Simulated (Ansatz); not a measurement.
# ClFGeH3N: rigid torsion scan in Python

The task is a rigid torsion scan, for ClFGeH3N. SMILES: [NH2][GeH]([F])[Cl].

Computed with the Python package of Ansatz 0.2.0. Level of theory: PBE+D3(BJ)/def2-SVP.

## Step 1: Starting point

Bond lengths: N1–Ge2 1.797 Å, Ge2–F3 1.775 Å, Ge2–Cl4 2.075 Å, N1–H5 1.010 Å, N1–H6 1.010 Å, Ge2–H7 1.496 Å. Angles: N1–Ge2–F3 108.8°, N1–Ge2–Cl4 110.2°, N1–Ge2–H7 112.4°, F3–Ge2–Cl4 107.0°, F3–Ge2–H7 101.4°, Cl4–Ge2–H7 116.3°, Ge2–N1–H5 118.1°, Ge2–N1–H6 117.6°, H5–N1–H6 109.5°.

The script holds or builds the structure itself.

## Step 2: Script

torsion_clfgeh3n.py

```python
# -*- coding: utf-8 -*-
import ansatz as az
from ase import Atoms

atoms = Atoms(['N', 'Ge', 'F', 'Cl', 'H', 'H', 'H'], positions=[
    (-0.54727, 1.02508, -0.13445),
    (0.35525, -0.52875, -0.17556),
    (1.24938, -0.71274, 1.34627),
    (-0.96771, -2.1229, -0.30048),
    (-1.49464, 1.01598, 0.21583),
    (-0.06427, 1.83679, 0.22236),
    (1.46926, -0.51346, -1.17397),
])

first = (
    az.Crystal.molecule_from_ase(atoms).calculation()
    .basis(gaussian='def2-SVP')
    .functional('pbe', dispersion='d3bj')
    .relax(force_tolerance=0.02, max_steps=80)
)
atoms.positions = first.run(threads=1).report['positions_ang']

start = atoms.get_dihedral(2, 1, 0, 4)
energies = {}
for turn in range(0, 360, 40):
    turned = atoms.copy()
    turned.set_dihedral(2, 1, 0, 4, start + turn, indices=[0, 4, 5])
    calculation = (
        az.Crystal.molecule_from_ase(turned).calculation()
        .basis(gaussian='def2-SVP')
        .functional('pbe', dispersion='d3bj')
    )
    energies[round((start + turn) % 360)] = calculation.run(threads=1).report['free_energy_ev']
floor = min(energies.values())
print('dihedral F2-Ge1-N0-H4 (deg)   E - E(min) (eV)')
for angle, e in sorted(energies.items()):
    print(f'{angle:8d} {(e - floor):14.3f}  ' + '#' * int(30 * (e - floor) / max(max(energies.values()) - floor, 1e-9)))
```

## Step 3: The calls as engine input

The engine receives this input (first run):

```yaml
crystal:
  periodic: [false, false, false]
  atoms:
    - { symbol: "N", position_ang: [-0.54727, 1.02508, -0.13445] }
    - { symbol: Ge, position_ang: [0.35525, -0.52875, -0.17556] }
    - { symbol: F, position_ang: [1.24938, -0.71274, 1.34627] }
    - { symbol: Cl, position_ang: [-0.96771, -2.1229, -0.30048] }
    - { symbol: H, position_ang: [-1.49464, 1.01598, 0.21583] }
    - { symbol: H, position_ang: [-0.06427, 1.83679, 0.22236] }
    - { symbol: H, position_ang: [1.46926, -0.51346, -1.17397] }
basis:
  gaussian:
    orbitals: def2-SVP
hamiltonian:
  xc: pbe
  dispersion: d3bj
relax:
  f_tol: 0.02
  max_steps: 80
```

## Step 4: Launch

On the command line:

```sh
python torsion_clfgeh3n.py
```

**Question.** Where along the turn do the lowest and the highest point lie, and how far apart are they?

The runs gave:

| quantity | value |
| --- | --- |
| runs compared | 9 |
| range of energy | 0.176 eV |
| lowest point, turn (°) | 0 |

What this shows: The lowest point is at 286° and the highest at 46°, 0.176 eV (17.0 kJ/mol) above it, with the rest of the molecule held. Run 0: After 5 moves the largest shift is 0.157 Å, of atom 5 (H). The scan is rigid and the energies are electronic, in a modest basis. With rigid groups the curve can differ much from the relaxed path, the start wasn't checked as a minimum of this torsion, and equivalent turns needn't return to the same energy.
